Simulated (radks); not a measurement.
# Ga⁴⁺ in [Ne] 3s2 3p5.75 3d9 4d0.25: an all-electron calculation

Wanted: eigenvalues, radial structure and energy terms of the gallium ion Ga4+.

Program: radks (a radial shooting solver on a logarithmic mesh, Libxc functionals) version 1. Level of theory: Dirac Kohn-Sham, PBE, spin-unpolarised, spherical densities, finite nucleus; open shells are shared between the two j in proportion to 2j + 1. These are calculated values, not measurements, unless marked.

**1. What is computed**

```
element            : gallium (Z = 31)
charge             : +4
electrons          : 27
configuration      : [Ne] 3s2 3p5.75 3d9 4d0.25
nuclear rms radius : 3.9973 fm
```

**2. The calculation**

Settings of this run:

```text
Z 31
configuration [Ne] 3s2 3p5.75 3d9 4d0.25 4s0 4p0
relativity Dirac
functional pbe,pbe
spin unpolarised
j_filling average
nucleus finite rms 3.9973 fm
c 137.035999084
```

What does the calculation give?

The runs gave:

| quantity | value |
| --- | --- |
| total energy | -1938.30836 hartree |
| exchange-correlation share of it | 3.80 % |
| −T/E | 1.0199 |
| highest occupied level | 4d5/2, -26.431 eV |
| most extended occupied level | 4d5/2, <r> = 2.70 bohr |
| radius at density 0.001 e/bohr³ | 2.91 bohr |
| maxima of the radial density | 3 |

4 principal shells are occupied and 3 maxima appear in the radial density; where shells overlap, one shows as a shoulder or not at all. −T/E is 1.020: with relativity the kinetic term as defined here no longer equals −E. This is not the tabulated ground configuration, so its levels and sizes aren't those of the ground state, and no measured value stands beside it.
